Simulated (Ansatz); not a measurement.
# HfIn4SiO6: the cost of one run

Method: DFT PBE, scalar-relativistic, plane waves, PAW, unless a step names another level, in Ansatz 0.2.0.

11 further runs of the same task are left out: 3 that didn't finish, 8 set aside as unsound or not needed.

### Step 1. The formula and the candidates

Pauling electronegativities: Hf 1.30, In 1.78, Si 1.90, O 3.44 (spread 2.14). The formula balances with common oxidation states: Si +4, Hf +4, In +1, O -2. Tabulated atomic sizes suggest about 15 Å³/atom. 30 candidates were drawn, by swapping species into database cells of other compounds, at random by space group and Wyckoff sites, or by hand, as the table says:

| name | made from | space group no. | Wyckoff sites | atoms (primitive cell) | V (Å³/atom) |
| --- | --- | --- | --- | --- | --- |
| c01 | rigid SiO4 groups on the sites of single ions; database cell of LaBi2ClO4 | 1 | Hf 1a; In 1a, 1a, 1a, 1a; Si 1a; O 1a, 1a, 1a, 1a, 1a, 1a | 12 | 17.0 |
| c02 | rigid SiO4 groups on the sites of single ions; random | 21 | Hf 2d; In 8l; Si 2b; O 8l, 4f | 12 | 17.0 |
| c03 | rigid SiO4 groups on the sites of single ions; database cell of Li2FeNiO4 | 1 | Hf 1a; In 1a, 1a, 1a, 1a; Si 1a; O 1a, 1a, 1a, 1a, 1a, 1a | 12 | 17.0 |
| c04 | rigid SiO4 groups on the sites of single ions; database cell of CdCu2GeSe4 | 121 | Hf 2a; In 8i; Si 2b; O 4d, 8i | 12 | 17.0 |
| c05 | rigid SiO4 groups on the sites of single ions; random | 35 | Hf 2b; In 4c, 4c; Si 2a; O 4d, 4e, 2b, 2a | 12 | 17.0 |
| c06 | elements ordered on the sites of the Na5OsO6, In/Si on Na | 12 | Hf 2a; In 4g, 4h; Si 2d; O 4i, 8j | 12 | 15.9 |
| c07 | random | 191 | Hf 1b; In 2d, 2e; Si 1a; O 6i | 12 | 18.7 |
| c08 | elements ordered on the sites of the Ag5Pb2O6, In/Si on Ag and Hf/vacancy on Pb | 143 | Hf 1b; In 3d, 1a; Si 1a; O 3d, 3d | 12 | 15.9 |
| c09 | rigid SiO4 groups on the sites of single ions; random | 5 | Hf 2a; In 4c, 4c; Si 2b; O 4c, 4c, 4c | 12 | 17.0 |
| c10 | database cell of LaYB4Rh6 | 47 | Hf 1e; In 2r, 2q; Si 1c; O 1h, 1b, 4v | 12 | 15.7 |
| c11 | elements ordered on the sites of the BaO, Hf/In/Si on Ba | 99 | Hf 1a; In 1a, 1b, 1b, 1b; Si 1a; O 1a, 1b, 1a, 1b, 1a, 1b | 12 | 15.9 |
| c12 | rigid SiO4 groups on the sites of single ions; database cell of Li2MnCoO4 | 1 | Hf 1a; In 1a, 1a, 1a, 1a; Si 1a; O 1a, 1a, 1a, 1a, 1a, 1a | 12 | 17.0 |
| c13 | rigid SiO4 groups on the sites of single ions; database cell of MnTl2GeTe4 | 121 | Hf 2b; In 8i; Si 2a; O 4c, 8i | 12 | 17.0 |
| c14 | rigid SiO4 groups on the sites of single ions; random | 1 | Hf 1a; In 1a, 1a, 1a, 1a; Si 1a; O 1a, 1a, 1a, 1a, 1a, 1a | 12 | 17.0 |
| c15 | rigid SiO4 groups on the sites of single ions; elements ordered on the sites of the EuCu4P3, O/Te on P | 111 | Hf 1c; In 4m; Si 1a; O 4n, 2h | 12 | 17.0 |
| c16 | elements ordered on the sites of the BiSb, Hf/Si/In on Bi | 6 | Hf 1a; In 1b, 1a, 1b, 1b; Si 1a; O 1a, 1b, 1a, 1b, 1a, 1b | 12 | 15.9 |
| c17 | rigid SiO4 groups on the sites of single ions; random | 216 | Hf 4d; In 16e; Si 4c; O 16e, 4a, 4b | 12 | 17.0 |
| c18 | random | 162 | Hf 1b; In 2d, 2e; Si 1a; O 6k | 12 | 16.1 |
| c19 | rigid SiO4 groups on the sites of single ions; database cell of Tl2CdSnTe4 | 121 | Hf 2b; In 8i; Si 2a; O 4c, 8i | 12 | 17.0 |
| c20 | rigid SiO4 groups on the sites of single ions; random | 216 | Hf 4c; In 16e; Si 4b; O 4d, 4a, 16e | 12 | 17.0 |
| c21 | database cell of NaAs4IO6 | 191 | Hf 1b; In 4h; Si 1a; O 6i | 12 | 16.9 |
| c22 | rigid SiO4 groups on the sites of single ions; database cell of Ba2ScCuO4 | 111 | Hf 1a; In 2e, 2g; Si 1c; O 2h, 4n | 12 | 17.0 |
| c23 | rigid SiO4 groups on the sites of single ions; database cell of Li2MnCoO4 | 1 | Hf 1a; In 1a, 1a, 1a, 1a; Si 1a; O 1a, 1a, 1a, 1a, 1a, 1a | 12 | 17.0 |
| c24 | rigid SiO4 groups on the sites of single ions; database cell of Li2FeCoO4 | 1 | Hf 1a; In 1a, 1a, 1a, 1a; Si 1a; O 1a, 1a, 1a, 1a, 1a, 1a | 12 | 17.0 |
| c25 | elements ordered on the sites of the GdO, Hf/In/Si on Gd | 115 | Hf 1a; In 2f, 2e; Si 1c; O 2g, 2g, 2g | 12 | 15.9 |
| c26 | random | 187 | Hf 1f; In 1e, 3j; Si 1c; O 3k, 2g, 1d | 12 | 19.5 |
| c27 | database cell of Li4TiCrO6 | 5 | Hf 2a; In 2b, 2a, 2b, 2b; Si 2a; O 4c, 4c, 4c | 12 | 13.7 |
| c28 | elements ordered on the sites of the Li5ReO6, Hf/In on Li | 12 | Hf 2d; In 4g, 4h; Si 2a; O 8j, 4i | 12 | 15.9 |
| c29 | database cell of PrYCo6Ni4 | 47 | Hf 1e; In 4v; Si 1c; O 2r, 2q, 1h, 1b | 12 | 17.3 |
| c30 | rigid SiO4 groups on the sites of single ions; database cell of Cd2GaAgSe4 | 1 | Hf 1a; In 1a, 1a, 1a, 1a; Si 1a; O 1a, 1a, 1a, 1a, 1a, 1a | 12 | 17.0 |

### Step 2. Screening run of c06

Input file input.yaml:

```yaml
crystal:
  lattice:
    - [3.10871499, -5.35440809, 0.0]
    - [3.10871499, 5.35440809, 0.0]
    - [-2.13618959, 0.0, 5.74476279]
  atoms:
    - { symbol: Hf, position: [0.0, 0.0, 0.0] }
    - { symbol: In, position: [0.66764005, 0.33235995, 0.0] }
    - { symbol: In, position: [0.17685742, 0.82314258, 0.5] }
    - { symbol: In, position: [0.33235995, 0.66764005, 0.0] }
    - { symbol: In, position: [0.82314258, 0.17685742, 0.5] }
    - { symbol: Si, position: [0.5, 0.5, 0.5] }
    - { symbol: O, position: [0.79720491, 0.79720491, 0.2057395] }
    - { symbol: O, position: [0.20279509, 0.20279509, 0.7942605] }
    - { symbol: O, position: [0.07182284, 0.354992, 0.21823964] }
    - { symbol: O, position: [0.645008, 0.92817716, 0.78176036] }
    - { symbol: O, position: [0.92817716, 0.645008, 0.78176036] }
    - { symbol: O, position: [0.354992, 0.07182284, 0.21823964] }
basis:
  ecutwfc: 420
kpoints:
  mp_grid: { grid: [3, 3, 2] }
hamiltonian:
  xc: pbe
scf:
  occupations: { method: gaussian, width: 0.15 }
  lower_state_search: "off"
output:
  forces: true
  stress: true
  eigenvalues: true
relax:
  adjacent_minimum: "off"
  f_tol: 0.08
  max_steps: 32
  cell: { stress_tol: 0.8 }
```

Command:

```console
$ ansatz run input.yaml --threads 1 --pin off --max-ram 2816MiB --backend cpu --events-out ev --progress --plain --runs-dir out
```

What time and memory should one allow on 1 thread of Arm Neoverse V2, shared host?

About 6 min, with a peak of 0.55 GiB.
